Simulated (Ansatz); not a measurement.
**Pt: the crystal squeezed far**

Aim: compress Pt (fcc type) step by step, far beyond the usual range, and follow pressure and electronic structure. The runs shown use PAW. Its runs: cell relaxed at zero pressure (PAW); volume scaled by 1 (PAW); volume scaled by 0.94 (PAW and PAW (source ansatz)); volume scaled by 0.88 (PAW); volume scaled by 0.8 (PAW); volume scaled by 0.72 (PAW and PAW (partial_waves polarizable)); volume scaled by 0.64 (PAW); volume scaled by 0.55 (PAW); volume scaled by 0.45 (PAW and PAW (core large)).

Program: Ansatz 0.2.0. Level of theory: DFT LDA, with the methods named in each step. These are calculated values, not measurements.

### 1 The system as given

Symmetry: Fm-3m, No. 225, cubic system. The conventional cell has a = 3.923 Å, b = 3.923 Å, c = 3.923 Å, α = 90.00°, β = 90.00°, γ = 90.00°. Around Pt (site symmetry m-3m) lie 12 Pt at 2.77 Å.

Structure file:

```
CELL_PARAMETERS angstrom
0.00000 1.96134 1.96134
1.96134 0.00000 1.96134
1.96134 1.96134 0.00000
ATOMIC_POSITIONS crystal
Pt 0.00000 0.00000 0.00000
```

Whether this phase is the stable one at these pressures isn't tested.

### 2 Cell relaxed at zero pressure, PAW

input.yaml reads:

```yaml
crystal:
  lattice:
    - [0.0, 1.9613408845, 1.9613408845]
    - [1.9613408845, 0.0, 1.9613408845]
    - [1.9613408845, 1.9613408845, 0.0]
  atoms:
    - { symbol: Pt, position: [0.0, 0.0, 0.0] }
kpoints:
  mp_grid: { grid: [17, 17, 17] }
scf:
  occupations: { method: fermi_dirac, width: 0.05 }
hamiltonian:
  xc: lda
  pseudopotentials: { kind: paw }
output:
  forces: true
  stress: true
relax:
  f_tol: 0.005
  max_steps: 40
  cell: {}
```

Started as:

```
ansatz run input.yaml --threads 1 --pin off --max-ram 2048MiB --backend cpu --events-out ev --progress --plain --runs-dir out
```

After this run come: Volume scaled by 1, PAW; Volume scaled by 0.94, PAW; Volume scaled by 0.94, PAW (source ansatz); Volume scaled by 0.88, PAW; Volume scaled by 0.8, PAW; Volume scaled by 0.72, PAW; Volume scaled by 0.72, PAW (partial_waves polarizable); Volume scaled by 0.64, PAW; Volume scaled by 0.55, PAW; Volume scaled by 0.45, PAW; Volume scaled by 0.45, PAW (core large).

**Question.** What will these runs give? Wanted: PAW pressure at 0.45 of the volume; PAW; fitted bulk modulus at zero pressure.

As calculated:

| quantity | value |
| --- | --- |
| PAW pressure at 0.45 of the volume | 1762.6 GPa |
| PAW (core large) pressure at 0.45 of the volume | 1762.6 GPa |
| fitted bulk modulus at zero pressure (PAW) | 330 GPa |
| its pressure derivative | 4.69 |

By PAW the pressure climbs to 1763 GPa at 0.45 of the first volume. A third-order Birch-Murnaghan curve fits the range only roughly (B₀ = 330 GPa, B′ = 4.69, misfit at most 23.21 GPa). A fit over so wide a range leans to the high pressures, so B₀ can be off by several per cent. No all-electron run checks these rows here, and frozen cores can fail under such compression. The ions are at rest, and the electrons smeared by 0.05 eV. Spin-orbit coupling is left out, though the cell holds Pt; in elements this heavy it can shift bands and gaps by tenths of an eV.
